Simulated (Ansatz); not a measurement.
# GeHBr (triplet): RPA-PBE over vertical spin and charge gaps, cc-pVTZ

Aim: run GeHBr (triplet) with these functionals over vertical spin and charge gaps, and hold them against the top wave-function level at the same points.

Computed with Ansatz 0.2.0, Gaussian basis. Level: cc-pVTZ, all electrons in the functionals, frozen cores in the correlation of double hybrids and RPA.

To be run: RPA-PBE, at charge 0, triplet; charge 0, singlet; charge 0, quintet; charge 1, doublet; charge 1, quartet.

8 further runs of the same task are left out: 2 for a known fault of the program, 6 set aside as unsound or not needed.

### 1 The system

The geometry is a PBE0/def2-TZVP stationary point (not a proven minimum). No spin-orbit coupling is included. The filled d shell of Ge, Br may be among the frozen orbitals whatever the setting's name suggests; the logs give the count.

3 atoms, charge 0, spin multiplicity 3.

Atoms are counted from 1 here; the program's logs count them from 0.

Bond lengths: Ge1–Br2 2.300 Å, Ge1–H3 1.556 Å. Angles: Br2–Ge1–H3 115.8°.

No dispersion term is added.

The geometry shown and the zero of energy belong to the point charge 0, triplet. The yardstick, UCCSDT(Q), and other wave-function levels (R restricted, U unrestricted, valence and pair active spaces) come from earlier runs.

### 2 RPA-PBE, charge 0, triplet

Contents of in.yaml:

```yaml
crystal:
  periodic: [false, false, false]
  atoms:
    - {symbol: Ge, position_ang: [0.000000, -0.482260, 0.527082]}
    - {symbol: Br, position_ang: [0.000000, -0.416051, -1.771802]}
    - {symbol: H, position_ang: [0.000000, 0.898312, 1.244719]}
basis:
  gaussian: {orbitals: cc-pVTZ}
magnetization: {spin_polarized: true, initial_magnetization: 2}
hamiltonian: {xc: {name: PBE}}
correlation: {method: rpa, electrons: outside_noble_gas}
```

The run is started by

```sh
> ansatz run in.yaml --threads 1 --pin off --events-out ev --progress --plain --max-ram 4096MiB --backend cpu
```

Output:

```text
Functional definition: PBE
  name "PBE"
  cite "Perdew, Burke & Ernzerhof, Phys. Rev. Lett. 77, 3865 (1996) doi:10.1103/PhysRevLett.77.3865"
  parent pbe
  parameter kappa = 0.804
  parameter beta = 0.06672455060314922
  exchange = pbe_x(kappa = kappa, mu = beta*pi^2/3)
  correlation = pbe_c(beta = beta)
643 factors; integrals over basis functions are off by at most 6.4e-4 eV
mean field evaluation 1: about -126562.0632 eV, gradient 1.3e1 eV
mean field evaluation 2: about -126562.0619 eV, gradient 1.3e1 eV
mean field evaluation 4: about -126562.6387 eV, gradient 4.6e0 eV
mean field evaluation 8: about -126562.7868 eV, gradient 3.0e-1 eV
mean field evaluation 16: about -126562.7875 eV, gradient 1.6e-4 eV
mean field -126562.78748572 eV, -4651.0966527617 hartree, gradient 6.0e-6 eV, S^2 2.002837; 0 other end points of the search recorded, 0 dependent functions left out
28 core orbitals not correlated: weight in the atoms' cores, before any rotation towards them, 0.998 or more for the frozen orbitals, at most 0.001 for the correlated occupied ones
reference -126489.13719119 eV, -4648.3900543598 hartree; 7, 5 occupied and 65, 67 virtual orbitals, 643 factors
Total energy: -126501.07500354 eV, -4648.8287608717 hartree
```

It took 3.4 s on 1 thread of AMD EPYC 7R13, shared host.

From the report: ⟨S²⟩ of the determinant 2.003 (pure triplet: 2.00).

### 3 RPA-PBE, charge 0, singlet

in.yaml, as its differences from that of step 2:

```diff
@@ -8,3 +8,3 @@
   gaussian: {orbitals: cc-pVTZ}
-magnetization: {spin_polarized: true, initial_magnetization: 2}
+magnetization: {spin_polarized: true, initial_magnetization: 0}
 hamiltonian: {xc: {name: PBE}}
```

Launched as before.

Output, shortened:

```text
Functional definition: PBE
  name "PBE"
  cite "Perdew, Burke & Ernzerhof, Phys. Rev. Lett. 77, 3865 (1996) doi:10.1103/PhysRevLett.77.3865"
  parent pbe
[...]
643 factors; integrals over basis functions are off by at most 6.4e-4 eV
[...]
mean field -126564.05450798 eV, -4651.1432149710 hartree, gradient 3.0e-6 eV, S^2 0.000000; 2 other end points of the search recorded, 0 dependent functions left out
28 core orbitals not correlated: weight in the atoms' cores, before any rotation towards them, 0.998 or more for the frozen orbitals, at most 0.001 for the correlated occupied ones
reference -126489.89664716 eV, -4648.4179638517 hartree; 6, 6 occupied and 66, 66 virtual orbitals, 643 factors
Total energy: -126502.37902925 eV, -4648.8766829329 hartree
```

It took 4.4 s on 1 thread of AMD EPYC 7R13, shared host.

From the report: ⟨S²⟩ of the determinant 0.000 (pure singlet: 0.00).

From charge 0, triplet: -125.8 kJ/mol.

### 4 RPA-PBE, charge 0, quintet

in.yaml, as its differences from that of step 3:

```diff
@@ -8,3 +8,3 @@
   gaussian: {orbitals: cc-pVTZ}
-magnetization: {spin_polarized: true, initial_magnetization: 0}
+magnetization: {spin_polarized: true, initial_magnetization: 4}
 hamiltonian: {xc: {name: PBE}}
```

Launched as before.

Output, shortened:

```text
Functional definition: PBE
  name "PBE"
  cite "Perdew, Burke & Ernzerhof, Phys. Rev. Lett. 77, 3865 (1996) doi:10.1103/PhysRevLett.77.3865"
  parent pbe
[...]
643 factors; integrals over basis functions are off by at most 6.4e-4 eV
[...]
mean field -126556.67543044 eV, -4650.8720388729 hartree, gradient 1.2e-6 eV, S^2 6.003197; 10 other end points of the search recorded, 0 dependent functions left out
28 core orbitals not correlated: weight in the atoms' cores, before any rotation towards them, 0.997 or more for the frozen orbitals, at most 0.002 for the correlated occupied ones
reference -126483.26539429 eV, -4648.1742698035 hartree; 8, 4 occupied and 64, 68 virtual orbitals, 643 factors
Total energy: -126494.94102173 eV, -4648.6033411981 hartree
```

Wall time 19 s (1 thread of AMD EPYC 7R13, shared host).

From the report: ⟨S²⟩ of the determinant 6.003 (pure quintet: 6.00).

From charge 0, triplet: +591.8 kJ/mol.

### 5 RPA-PBE, charge 1, doublet

in.yaml, as its differences from that of step 4:

```diff
@@ -8,3 +8,4 @@
   gaussian: {orbitals: cc-pVTZ}
-magnetization: {spin_polarized: true, initial_magnetization: 4}
+total_charge: 1
+magnetization: {spin_polarized: true, initial_magnetization: 1}
 hamiltonian: {xc: {name: PBE}}
```

The command is unchanged.

Output, shortened:

```text
Functional definition: PBE
  name "PBE"
  cite "Perdew, Burke & Ernzerhof, Phys. Rev. Lett. 77, 3865 (1996) doi:10.1103/PhysRevLett.77.3865"
  parent pbe
[...]
643 factors; integrals over basis functions are off by at most 6.4e-4 eV
[...]
mean field -126555.35656970 eV, -4650.8235716349 hartree, gradient 4.6e-6 eV, S^2 0.753791; 2 other end points of the search recorded, 0 dependent functions left out
28 core orbitals not correlated: weight in the atoms' cores, before any rotation towards them, 0.998 or more for the frozen orbitals, at most 0.001 for the correlated occupied ones
reference -126481.65495815 eV, -4648.1150873670 hartree; 6, 5 occupied and 66, 67 virtual orbitals, 643 factors
Total energy: -126493.41808786 eV, -4648.5473744107 hartree
```

It took 6 s on 1 thread of AMD EPYC 7R13, shared host.

From the report: ⟨S²⟩ of the determinant 0.754 (pure doublet: 0.75).

From charge 0, triplet: +738.8 kJ/mol.

### 6 RPA-PBE, charge 1, quartet

in.yaml, as its differences from that of step 5:

```diff
@@ -9,3 +9,3 @@
 total_charge: 1
-magnetization: {spin_polarized: true, initial_magnetization: 1}
+magnetization: {spin_polarized: true, initial_magnetization: 3}
 hamiltonian: {xc: {name: PBE}}
```

Launched as before.

Output, shortened:

```text
Functional definition: PBE
  name "PBE"
  cite "Perdew, Burke & Ernzerhof, Phys. Rev. Lett. 77, 3865 (1996) doi:10.1103/PhysRevLett.77.3865"
  parent pbe
[...]
643 factors; integrals over basis functions are off by at most 6.4e-4 eV
[...]
mean field -126551.59497007 eV, -4650.6853353979 hartree, gradient 2.3e-8 eV, S^2 3.754258; 9 other end points of the search recorded, 0 dependent functions left out
28 core orbitals not correlated: weight in the atoms' cores, before any rotation towards them, 0.997 or more for the frozen orbitals, at most 0.002 for the correlated occupied ones
reference -126479.19691310 eV, -4648.0247558777 hartree; 7, 4 occupied and 65, 68 virtual orbitals, 643 factors
Total energy: -126489.93123036 eV, -4648.4192347609 hartree
```

Wall time 20 s (1 thread of AMD EPYC 7R13, shared host).

From the report: ⟨S²⟩ of the determinant 3.754 (pure quartet: 3.75).

From charge 0, triplet: +1075.2 kJ/mol.

### 7 Against the wave-function levels

The yardstick is UCCSDT(Q), where the cluster series has nearly closed. It comes from earlier runs at the same points. Energies in kJ/mol, counted from charge 0, triplet; blanks weren't run or aren't comparable.

| level | triplet to singlet | triplet to quintet | ionisation to the doublet cation | ionisation to the quartet cation |
| --- | --- | --- | --- | --- |
| UCCSDT(Q) | -119.7 |  | 725.8 | 1067.4 |
| RPA-PBE | -125.8 | 591.8 | 738.8 | 1075.2 |

Largest miss and mean time a point (UCCSDT(Q) took 22 s a point; shared hosts):

| level | largest miss (kJ/mol) | where | time a point |
| --- | --- | --- | --- |
| RPA-PBE | +13.0 | ionisation to the doublet cation | 11 s |

### 8 What came out

```
                                   quantity                                            value
              triplet to singlet, UCCSDT(Q)                                    -119.7 kJ/mol
ionisation to the doublet cation, UCCSDT(Q)                                     725.8 kJ/mol
ionisation to the quartet cation, UCCSDT(Q)                                    1067.4 kJ/mol
                      largest miss, RPA-PBE  +13.0 kJ/mol (ionisation to the doublet cation)
```

Misses are known at 3 of 4 points at best, and only functionals with that many are ranked. RPA-PBE strays by up to 13.0 kJ/mol, at ionisation to the doublet cation. Functionals and the yardstick converge differently with the basis, so part of each miss in cc-pVTZ is the basis.
